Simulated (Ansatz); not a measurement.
# Ge2H6: molecular dynamics

Aim: follow the molecule's vibrations and see whether its bonds hold. The start is relaxed first. Runs: 300 steps of 0.5 fs at constant energy, with velocities drawn for 1000 K. SMILES of the start: [GeH3][GeH3].

Program: Ansatz 0.2.0. Level of theory: RKS PBE/def2-SVP. These are calculated values, not measurements.

## 1. Starting point

Bond lengths: Ge1–H2 1.550 Å, Ge1–Ge3 2.400 Å, Ge3–H4 1.550 Å, Ge3–H5 1.550 Å, Ge3–H6 1.550 Å, Ge1–H7 1.549 Å, Ge1–H8 1.549 Å. Angles: H2–Ge1–Ge3 109.4°, H2–Ge1–H7 109.5°, H2–Ge1–H8 109.5°, Ge3–Ge1–H7 109.5°, Ge3–Ge1–H8 109.5°, H7–Ge1–H8 109.5°, Ge1–Ge3–H4 109.5°, Ge1–Ge3–H5 109.5°, Ge1–Ge3–H6 109.5°, H4–Ge3–H5 109.4°, H4–Ge3–H6 109.4°, H5–Ge3–H6 109.4°.

As a file:

```xyz
8

Ge    0.0000    0.0000    0.0000
H     0.0000    0.0000    1.5500
Ge    2.2632    0.0000   -0.7992
H     2.7487   -1.4611   -0.9782
H     2.3309    0.7367   -2.1612
H     3.1736    0.7244    0.2250
H    -0.7300    1.2648   -0.5162
H    -0.7300   -1.2648   -0.5162
```

## 2. Preparing the start

input.yaml

```yaml
crystal:
  periodic: [false, false, false]
  atoms:
    - { symbol: Ge, position_ang: [0.0, 0.0, 0.0] }
    - { symbol: H, position_ang: [0.0, 0.0, 1.55] }
    - { symbol: Ge, position_ang: [2.2632, 0.0, -0.7992] }
    - { symbol: H, position_ang: [2.7487, -1.4611, -0.9782] }
    - { symbol: H, position_ang: [2.3309, 0.7367, -2.1612] }
    - { symbol: H, position_ang: [3.1736, 0.7244, 0.225] }
    - { symbol: H, position_ang: [-0.73, 1.2648, -0.5162] }
    - { symbol: H, position_ang: [-0.73, -1.2648, -0.5162] }
basis:
  gaussian: { orbitals: def2-SVP }
hamiltonian:
  xc: pbe
relax:
  f_tol: 0.02
  max_steps: 40
```

Launch:

```
> ansatz run input.yaml --threads 1 --pin off --max-ram 2048MiB --backend cpu --events-out ev --progress --plain --runs-dir out
```

The log of the run (excerpt; [...] marks lines left out):

```text
Warning: RAYON_NUM_THREADS=1 ignored (pool sized by the plan → 1); use --threads N
[...]
Functional definition: PBE
[...]
1050 factors; their error is unknown
[...]
mean field -113102.10582570 eV, -4156.4257257335 hartree, gradient 2.0e-5 eV, S^2 0.000000; 0 other end points of the search recorded, 0 dependent functions left out
[...]
reference -113102.10586256 eV, -4156.4257270882 hartree; 35, 35 occupied and 59, 59 virtual orbitals, 1050 factors
relax step   1: F+E_penalty+E_count = -113102.10582570 eV  Δ(F+E_penalty+E_count) = +0.000e0 eV  max|allowed force component| = 2.179e-1 eV/Å  Δτ_max = 0.0000 Å  (22 SCF iters, accepted)
[...]
relax step   3: F+E_penalty+E_count = -113102.12320614 eV  Δ(F+E_penalty+E_count) = -4.290e-3 eV  max|allowed force component| = 2.559e-2 eV/Å  Δτ_max = 0.0256 Å  (21 SCF iters, accepted)
[...]
relax step   5: F+E_penalty+E_count = -113102.12528139 eV  Δ(F+E_penalty+E_count) = +2.556e-3 eV  max|allowed force component| = 2.172e-1 eV/Å  Δτ_max = 0.1950 Å  (23 SCF iters, rejected (line search))
[...]
relax step   7: F+E_penalty+E_count = -113102.13391026 eV  Δ(F+E_penalty+E_count) = -1.921e-3 eV  max|allowed force component| = 7.786e-2 eV/Å  Δτ_max = 0.0990 Å  (21 SCF iters, accepted)
[...]
relax step   9: F+E_penalty+E_count = -113102.13570383 eV  Δ(F+E_penalty+E_count) = -9.279e-4 eV  max|allowed force component| = 2.673e-3 eV/Å  Δτ_max = 0.0273 Å  (22 SCF iters, accepted)
[...]
relax step  10: F+E_penalty+E_count = -113102.13615433 eV  Δ(F+E_penalty+E_count) = -4.505e-4 eV  max|allowed force component| = 1.111e-2 eV/Å  Δτ_max = 0.0419 Å  (21 SCF iters, accepted)
1050 factors; their error is unknown
[...]
mean field -113102.13615433 eV, -4156.4268402903 hartree, gradient 2.7e-5 eV, S^2 0.000000; 1 other end points of the search recorded, 0 dependent functions left out
[...]
reference -113102.13619216 eV, -4156.4268416805 hartree; 35, 35 occupied and 59, 59 virtual orbitals, 1050 factors
Total energy: -113102.13619216 eV, -4156.4268416805 hartree
Atom 0 at    -0.017154     0.000329     0.005793 Å, force    -0.011109    -0.001989     0.008585 eV/Å
Atom 1 at    -0.059727    -0.350023     1.517224 Å, force     0.001919    -0.000812    -0.003332 eV/Å
Atom 2 at     2.281849    -0.000350    -0.805023 Å, force     0.007191     0.002261    -0.007124 eV/Å
Atom 3 at     2.910053    -1.412529    -0.662994 Å, force    -0.006175     0.003249     0.002278 eV/Å
Atom 4 at     2.328833     0.408637    -2.301529 Å, force    -0.000418    -0.001948     0.003414 eV/Å
Atom 5 at     3.145416     1.003336     0.004871 Å, force    -0.006353    -0.001102    -0.001520 eV/Å
Atom 6 at    -0.665646     1.396665    -0.191082 Å, force     0.008284    -0.001481    -0.000850 eV/Å
Atom 7 at    -0.867223    -1.046065    -0.763260 Å, force     0.006661     0.001821    -0.001450 eV/Å
Dipole moment:     0.000645    -0.000013    -0.000236 e Å
```

Wall time 24 s (1 thread of Arm Neoverse V1, shared host); peak memory 0.13 GiB.

The steps of the relaxation:

| step | energy from step 1 (eV) | largest force component (eV/Å) |
| --- | --- | --- |
| 1 | 0.0000 | 0.2179 |
| 2 | -0.0131 | 0.0563 |
| 3 | -0.0174 | 0.0256 |
| 4 | -0.0220 | 0.0086 |
| 5x | -0.0195 | 0.2172 |
| 6 | -0.0262 | 0.0101 |
| 7 | -0.0281 | 0.0779 |
| 8 | -0.0290 | 0.0449 |
| 9 | -0.0299 | 0.0027 |
| 10 | -0.0303 | 0.0111 |

Step 1 is the start. 1 step was tried and not accepted (5; marked x where the table lists them).

After: Bond lengths: Ge1–H2 1.552 Å, Ge1–Ge3 2.438 Å, Ge3–H4 1.552 Å, Ge3–H5 1.552 Å, Ge3–H6 1.552 Å, Ge1–H7 1.552 Å, Ge1–H8 1.552 Å. Angles: H2–Ge1–Ge3 110.5°, H2–Ge1–H7 108.4°, H2–Ge1–H8 108.4°, Ge3–Ge1–H7 110.6°, Ge3–Ge1–H8 110.6°, H7–Ge1–H8 108.4°, Ge1–Ge3–H4 110.6°, Ge1–Ge3–H5 110.4°, Ge1–Ge3–H6 110.5°, H4–Ge3–H5 108.4°, H4–Ge3–H6 108.4°, H5–Ge3–H6 108.4°.

## 3. Dynamics

300 steps of 0.5 fs at constant energy, with velocities drawn for 1000 K, from the relaxed start.

input.yaml

```yaml
crystal:
  periodic: [false, false, false]
  atoms:
    - { symbol: Ge, position_ang: [-0.017154, 0.000329, 0.005793] }
    - { symbol: H, position_ang: [-0.059727, -0.350023, 1.517224] }
    - { symbol: Ge, position_ang: [2.281849, -0.00035, -0.805023] }
    - { symbol: H, position_ang: [2.910053, -1.412529, -0.662994] }
    - { symbol: H, position_ang: [2.328833, 0.408637, -2.301529] }
    - { symbol: H, position_ang: [3.145416, 1.003336, 0.004871] }
    - { symbol: H, position_ang: [-0.665646, 1.396665, -0.191082] }
    - { symbol: H, position_ang: [-0.867223, -1.046065, -0.76326] }
basis:
  gaussian: { orbitals: def2-SVP }
hamiltonian:
  xc: pbe
md:
  timestep: 0.5
  n_steps: 300
  ensemble: nve
  temperature: 1000.0
  initial_velocities: maxwell_boltzmann
  seed: 347410
```

Launch:

```
> ansatz run input.yaml --threads 1 --pin off --max-ram 2048MiB --backend cpu --events-out ev --progress --plain --runs-dir out
```

The log of the run (excerpt; [...] marks lines left out):

```text
Warning: RAYON_NUM_THREADS=1 ignored (pool sized by the plan → 1); use --threads N
[...]
Functional definition: PBE
[...]
1050 factors; their error is unknown
[...]
mean field -113102.13616444 eV, -4156.4268406618 hartree, gradient 2.3e-5 eV, S^2 0.000000; 0 other end points of the search recorded, 0 dependent functions left out
[...]
reference -113102.13620155 eV, -4156.4268420255 hartree; 35, 35 occupied and 59, 59 virtual orbitals, 1050 factors
md step     0: t =     0.00 fs  T =  1000.0 K  F+E_penalty+E_count = -113102.13616444 eV  E_kin = 0.775560 eV  conserved = -113101.36060445 eV  (22 SCF iters)
[...]
md step    20: t =    10.00 fs  T =   285.4 K  F+E_penalty+E_count = -113101.58043760 eV  E_kin = 0.221345 eV  conserved = -113101.35909293 eV  (24 SCF iters)
[...]
md step    40: t =    20.00 fs  T =   494.5 K  F+E_penalty+E_count = -113101.74190255 eV  E_kin = 0.383487 eV  conserved = -113101.35841601 eV  (24 SCF iters)
[...]
md step    60: t =    30.00 fs  T =   310.0 K  F+E_penalty+E_count = -113101.59855980 eV  E_kin = 0.240429 eV  conserved = -113101.35813107 eV  (23 SCF iters)
[...]
md step    79: t =    39.50 fs  T =   693.7 K  F+E_penalty+E_count = -113101.89778719 eV  E_kin = 0.538008 eV  conserved = -113101.35977964 eV  (23 SCF iters)
md step    80: t =    40.00 fs  T =   719.3 K  F+E_penalty+E_count = -113101.91771708 eV  E_kin = 0.557856 eV  conserved = -113101.35986089 eV  (23 SCF iters)
```

## 4. The log goes on: dynamics from the start

Output, continued (excerpt; [...] marks lines left out):

```text
md step    81: t =    40.50 fs  T =   728.7 K  F+E_penalty+E_count = -113101.92499138 eV  E_kin = 0.565139 eV  conserved = -113101.35985189 eV  (23 SCF iters)
[...]
md step   106: t =    53.00 fs  T =   211.9 K  F+E_penalty+E_count = -113101.52227802 eV  E_kin = 0.164348 eV  conserved = -113101.35792960 eV  (23 SCF iters)
[...]
md step   131: t =    65.50 fs  T =   716.3 K  F+E_penalty+E_count = -113101.91562090 eV  E_kin = 0.555564 eV  conserved = -113101.36005721 eV  (23 SCF iters)
[...]
md step   156: t =    78.00 fs  T =   367.2 K  F+E_penalty+E_count = -113101.64305267 eV  E_kin = 0.284807 eV  conserved = -113101.35824574 eV  (24 SCF iters)
[...]
md step   181: t =    90.50 fs  T =   507.3 K  F+E_penalty+E_count = -113101.75290303 eV  E_kin = 0.393467 eV  conserved = -113101.35943565 eV  (24 SCF iters)
md step   182: t =    91.00 fs  T =   485.4 K  F+E_penalty+E_count = -113101.73570515 eV  E_kin = 0.376447 eV  conserved = -113101.35925793 eV  (24 SCF iters)
md step   183: t =    91.50 fs  T =   458.8 K  F+E_penalty+E_count = -113101.71490353 eV  E_kin = 0.355855 eV  conserved = -113101.35904845 eV  (24 SCF iters)
```

## 5. More of the same log: dynamics from the start

Output, continued (excerpt; [...] marks lines left out):

```text
md step   184: t =    92.00 fs  T =   432.1 K  F+E_penalty+E_count = -113101.69395264 eV  E_kin = 0.335142 eV  conserved = -113101.35881079 eV  (24 SCF iters)
[...]
md step   205: t =   102.50 fs  T =   481.9 K  F+E_penalty+E_count = -113101.73203054 eV  E_kin = 0.373705 eV  conserved = -113101.35832550 eV  (23 SCF iters)
[...]
md step   226: t =   113.00 fs  T =   460.1 K  F+E_penalty+E_count = -113101.71621117 eV  E_kin = 0.356846 eV  conserved = -113101.35936518 eV  (23 SCF iters)
[...]
md step   247: t =   123.50 fs  T =   591.3 K  F+E_penalty+E_count = -113101.81795124 eV  E_kin = 0.458577 eV  conserved = -113101.35937389 eV  (23 SCF iters)
[...]
md step   299: t =   149.50 fs  T =   340.8 K  F+E_penalty+E_count = -113101.62294349 eV  E_kin = 0.264350 eV  conserved = -113101.35859399 eV  (23 SCF iters)
[...]
md step   300: t =   150.00 fs  T =   315.0 K  F+E_penalty+E_count = -113101.60261431 eV  E_kin = 0.244309 eV  conserved = -113101.35830528 eV  (24 SCF iters)
Total energy: -113101.60265144 eV, -4156.4072344205 hartree
Atom 0 at    -0.020277     0.000372     0.010095 Å, force     0.290636    -0.335792    -0.885279 eV/Å
Atom 1 at    -0.075298    -0.275563     1.519929 Å, force    -0.116347    -0.215847     0.100514 eV/Å
Atom 2 at     2.277666    -0.002163    -0.801157 Å, force     0.171809    -2.018096    -0.401180 eV/Å
Atom 3 at     3.195655    -1.333732    -1.024079 Å, force    -0.713048     0.486754     0.932004 eV/Å
Atom 4 at     2.530650     0.317111    -2.235313 Å, force    -0.414982     0.793778    -1.234070 eV/Å
Atom 5 at     2.948703     1.029401    -0.014043 Å, force     1.104945     1.109734     1.009433 eV/Å
Atom 6 at    -0.580859     1.410057    -0.270212 Å, force    -0.068906     0.110990     0.004756 eV/Å
Atom 7 at    -0.700725    -1.019727    -0.961594 Å, force    -0.254107     0.068479     0.473820 eV/Å
Dipole moment:    -0.156913     0.020138     0.108202 e Å
```

Run time: 12 min. Hardware: 1 thread of Arm Neoverse V1, shared host; peak memory 0.14 GiB.

## 6. The trajectory

The trajectory, every 12 steps (energies from step 0):

| time (fs) | T (K) | potential energy change (meV/atom) | total energy change (meV/atom) |
| --- | --- | --- | --- |
| 0.0 | 1000 | 0.0 | 0.00 |
| 6.0 | 496 | 49.0 | 0.18 |
| 12.0 | 110 | 86.6 | 0.32 |
| 18.0 | 591 | 39.8 | 0.12 |
| 24.0 | 676 | 31.5 | 0.11 |
| 30.0 | 310 | 67.2 | 0.31 |
| 36.0 | 441 | 54.5 | 0.29 |
| 42.0 | 665 | 32.6 | 0.13 |
| 48.0 | 504 | 48.2 | 0.10 |
| 54.0 | 282 | 69.9 | 0.27 |
| 60.0 | 586 | 40.4 | 0.20 |
| 66.0 | 694 | 29.8 | 0.07 |
| 72.0 | 433 | 55.1 | 0.15 |
| 78.0 | 367 | 61.6 | 0.29 |
| 84.0 | 415 | 56.9 | 0.23 |
| 90.0 | 521 | 46.6 | 0.13 |
| 96.0 | 665 | 32.7 | 0.17 |
| 102.0 | 502 | 48.5 | 0.30 |
| 108.0 | 291 | 69.0 | 0.21 |
| 114.0 | 602 | 38.7 | 0.06 |
| 120.0 | 624 | 36.6 | 0.16 |
| 126.0 | 349 | 63.4 | 0.24 |
| 132.0 | 457 | 52.8 | 0.13 |
| 138.0 | 678 | 31.3 | 0.12 |
| 144.0 | 478 | 50.9 | 0.25 |
| 150.0 | 315 | 66.7 | 0.29 |

time (fs), T (K) and a bar:
```
      0.0       1000 ##############################
      6.5        501 #############
     13.0        124 
     19.5        511 #############
     26.0        598 ################
     32.5        521 ##############
     39.0        654 ##################
     45.5        378 #########
     52.0        236 ####
     58.5        627 #################
     65.0        719 ####################
     71.5        401 #########
     78.5        392 #########
     85.0        319 #######
     91.5        459 ###########
     98.0        857 #########################
    104.5        502 #############
    111.0        181 ##
    117.5        549 ###############
    124.0        546 ##############
    130.5        466 ############
    137.0        619 #################
    143.5        484 ############
    150.0        315 #######
```

Maxima of the velocity power spectrum (cm⁻¹, relative height; resolution about 440 cm⁻¹): 780 (100), 2060 (71).

## 7. Frames from the trajectory

Extended XYZ, with forces in eV/Å:

```xyz
8
time_fs=19.0 T=537 dE=0.3611
Ge   -0.024    0.008    0.015    0.495   -0.879   -0.854
H     0.076   -0.417    1.494   -0.125    0.123    0.118
Ge    2.281   -0.002   -0.819   -0.003   -1.704    1.312
H     2.959   -1.474   -0.502   -0.657    0.984   -0.462
H     2.703    0.527   -2.136    0.057    0.245   -1.302
H     3.019    0.854    0.150    0.695    0.807    0.837
H    -0.818    1.283   -0.270   -0.140    0.235    0.087
H    -0.582   -1.190   -0.826   -0.323    0.188    0.263
8
time_fs=37.5 T=501 dE=0.3889
Ge   -0.022   -0.004    0.000   -0.609    0.048    0.556
H     0.013   -0.158    1.554    0.198   -0.130   -0.002
Ge    2.295    0.009   -0.805   -1.484   -2.976   -0.942
H     2.647   -1.630   -0.826   -0.030    1.535    0.227
H     2.365    0.402   -2.268    0.122    0.349   -0.476
H     3.063    0.840    0.101    1.192    0.962    1.115
H    -0.857    1.301   -0.104    0.181    0.210   -0.284
H    -1.049   -1.103   -0.445    0.430    0.003   -0.193
8
time_fs=56.0 T=525 dE=0.3692
Ge   -0.033   -0.006    0.004    0.957    0.275    0.143
H     0.174   -0.124    1.538   -0.442    0.060    0.024
Ge    2.288    0.005   -0.800    0.427   -1.353   -0.787
H     2.967   -1.511   -0.782   -0.678    1.085   -0.357
H     2.227    0.714   -2.218    0.116   -0.498    0.197
H     3.424    0.755   -0.108    0.003    0.477    0.571
H    -0.445    1.415   -0.475   -0.382   -0.169    0.206
H    -0.867   -1.172   -0.580    0.001    0.122    0.004
8
time_fs=75.0 T=450 dE=0.4279
Ge   -0.014    0.003    0.016   -1.004    0.133   -0.496
H    -0.539   -0.088    1.483    0.556   -0.147    0.024
Ge    2.288   -0.007   -0.807    0.070    1.384   -0.268
H     2.940   -1.375   -1.143    0.034   -0.035    0.515
H     2.251    0.640   -2.310   -0.038   -0.151    1.101
H     2.986    0.996    0.271    0.050   -0.794   -0.894
H    -0.830    1.265   -0.492    0.488   -0.166    0.004
H    -0.693   -1.150   -0.763   -0.155   -0.224    0.014
8
time_fs=94.0 T=423 dE=0.4501
Ge   -0.020    0.001    0.007    0.295    0.100    0.105
H    -0.085   -0.248    1.551   -0.099    0.265   -0.217
Ge    2.282   -0.004   -0.808    0.370    3.074    0.596
H     2.806   -1.358   -0.651    0.635   -1.702   -0.477
H     2.229    0.844   -2.194    0.265   -0.925    0.661
H     3.398    0.819    0.164   -1.213   -0.544   -0.849
H    -0.669    1.319   -0.522   -0.083   -0.150    0.312
H    -0.714   -1.205   -0.653   -0.170   -0.117   -0.131
8
time_fs=112.5 T=377 dE=0.4850
Ge   -0.020   -0.006   -0.004    0.300    0.426    0.388
H     0.256   -0.060    1.526   -0.223   -0.346    0.068
Ge    2.279    0.009   -0.795    0.609    1.216   -0.615
H     2.631   -1.413   -1.026    0.502   -1.542    0.618
H     2.569    0.230   -2.336   -0.315    0.742    0.307
H     3.368    0.847    0.093   -0.873   -0.672   -0.566
H    -0.735    1.351   -0.134   -0.148    0.146   -0.272
H    -0.905   -1.159   -0.547    0.148    0.030    0.072
8
time_fs=131.0 T=478 dE=0.4054
Ge   -0.013    0.006    0.002   -0.358   -1.134   -0.070
H     0.003   -0.411    1.493    0.119    0.242    0.221
Ge    2.283   -0.004   -0.814   -0.586    0.407    1.948
H     2.755   -1.375   -0.345    0.292   -0.574   -0.706
H     2.378    0.732   -2.104    0.359   -0.046   -1.112
H     3.032    0.840    0.259    0.017    0.259   -0.113
H    -0.859    1.254   -0.203   -0.137    0.498   -0.030
H    -0.878   -1.198   -0.565    0.294    0.349   -0.138
8
time_fs=150.0 T=315 dE=0.5335
Ge   -0.020    0.000    0.010    0.291   -0.336   -0.885
H    -0.075   -0.276    1.520   -0.116   -0.216    0.101
Ge    2.278   -0.002   -0.801    0.172   -2.018   -0.401
H     3.196   -1.334   -1.024   -0.713    0.487    0.932
H     2.531    0.317   -2.235   -0.415    0.794   -1.234
H     2.949    1.029   -0.014    1.105    1.110    1.009
H    -0.581    1.410   -0.270   -0.069    0.111    0.005
H    -0.701   -1.020   -0.962   -0.254    0.069    0.474
```

## 8. What came out

```
                          quantity                          value
           relaxation of the start        8 moves, 0.030 eV lower
                            length            300 steps of 0.5 fs
  temperature, first and last step                 1000 and 315 K
          temperature, second half  mean 492 K, from 150 to 857 K
     potential energy, second half    +49 meV/atom from the start
largest change of the total energy                  0.34 meV/atom
            bonds formed or broken                              0
```

**Reading.** The temperature starts at 1000 K and averages 492 K in the second half, where it ranges from 150 to 857 K. About half is expected from a start at a minimum: kinetic energy passes into potential energy until both shares match. The total energy strays from its start by at most 0.34 meV/atom, 0.7 % of the mean kinetic energy, so a step of 0.5 fs is short enough over this time. No bond forms or breaks. 150 fs on 8 atoms is far too short and small for converged averages. The nuclei move classically, without zero-point motion, which matters most for hydrogen.
